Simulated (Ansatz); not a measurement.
# C₂H₄BNS: basis-set convergence

How large a basis does C₂H₄BNS need? Two functionals are run in growing sets.

Computed with Ansatz 0.2.0, Gaussian basis. Level: one geometry, several basis sets.

The runs, in order: PBE0-D4/def2-SVP; ωB97M-V/def2-SVP; PBE0-D4/def2-QZVPP; ωB97M-V/def2-QZVPP; the functionals' def2-TZVPP values are taken from earlier runs.

## (1) The relaxed structure

An earlier PBE0-D4 in a triple-zeta def2 set relaxation fixed the geometry.

SMILES `S/C=C1/BN1`, 9 atoms, charge 0, spin multiplicity 1.

Atoms are counted from 1 here; the program's logs count them from 0.

Bond lengths: S1–C2 1.763 Å, S1–H6 1.347 Å, C2–C3 1.327 Å, C2–H7 1.082 Å, C3–B4 1.512 Å, C3–N5 1.392 Å, B4–N5 1.369 Å, B4–H8 1.181 Å, N5–H9 1.007 Å. Angles: C2–S1–H6 98.9°, S1–C2–C3 120.9°, S1–C2–H7 118.7°, C3–C2–H7 120.2°, C2–C3–B4 166.9°, C2–C3–N5 137.1°, B4–C3–N5 56.1°, C3–B4–N5 57.5°, C3–B4–H8 158.4°, N5–B4–H8 144.1°, C3–N5–B4 66.4°, C3–N5–H9 135.4°, B4–N5–H9 158.2°.

Coordinates:

```
S    -0.8927    1.0538    1.8148
C     0.4480    0.8262    0.6935
C     0.4265   -0.1501   -0.2046
B     0.7234   -1.1544   -1.2954
N    -0.4684   -1.1315   -0.6215
H    -1.4096    2.1827    1.2933
H     1.3301    1.4422    0.8069
H     1.3327   -1.7068   -2.1424
H    -1.4014   -1.4083   -0.3618
```

## (2) PBE0-D4 in def2-SVP

The input, in.yaml:

```yaml
crystal:
  periodic: [false, false, false]
  atoms:
    - {symbol: S, position_ang: [-0.892683, 1.053793, 1.814770]}
    - {symbol: C, position_ang: [0.448024, 0.826201, 0.693511]}
    - {symbol: C, position_ang: [0.426486, -0.150129, -0.204559]}
    - {symbol: B, position_ang: [0.723374, -1.154381, -1.295408]}
    - {symbol: N, position_ang: [-0.468435, -1.131470, -0.621459]}
    - {symbol: H, position_ang: [-1.409585, 2.182705, 1.293329]}
    - {symbol: H, position_ang: [1.330121, 1.442215, 0.806892]}
    - {symbol: H, position_ang: [1.332675, -1.706848, -2.142365]}
    - {symbol: H, position_ang: [-1.401376, -1.408287, -0.361813]}
basis:
  gaussian: {orbitals: def2-SVP}
hamiltonian: {xc: pbe0, dispersion: d4}
output: {orbitals: {seedname: orbitals}}
```

Launch:

```sh
ansatz run in.yaml --threads 2 --pin off --events-out ev --progress --plain --max-ram 4352MiB
```

The runs that follow: ωB97M-V in def2-SVP; PBE0-D4 in def2-QZVPP; ωB97M-V in def2-QZVPP.

Q: Predict the results of all the runs planned. Wanted: PBE0-D4: double and triple zeta above quadruple; ωB97M-V: double and triple zeta above quadruple.

As calculated:

| quantity | value |
| --- | --- |
| PBE0-D4: double and triple zeta above quadruple | 9.04, 0.58 eV |
| ωB97M-V: double and triple zeta above quadruple | 9.16, 0.54 eV |

**Reading.** PBE0-D4 gains 8.46 eV from double to triple zeta, then 0.58 eV more. Total energies overstate the basis error of differences, where much of it tends to cancel. The LUMO of ωB97M-V is positive and keeps falling with the basis (1.61 to 1.02 eV): an unbound level that the basis holds in place.
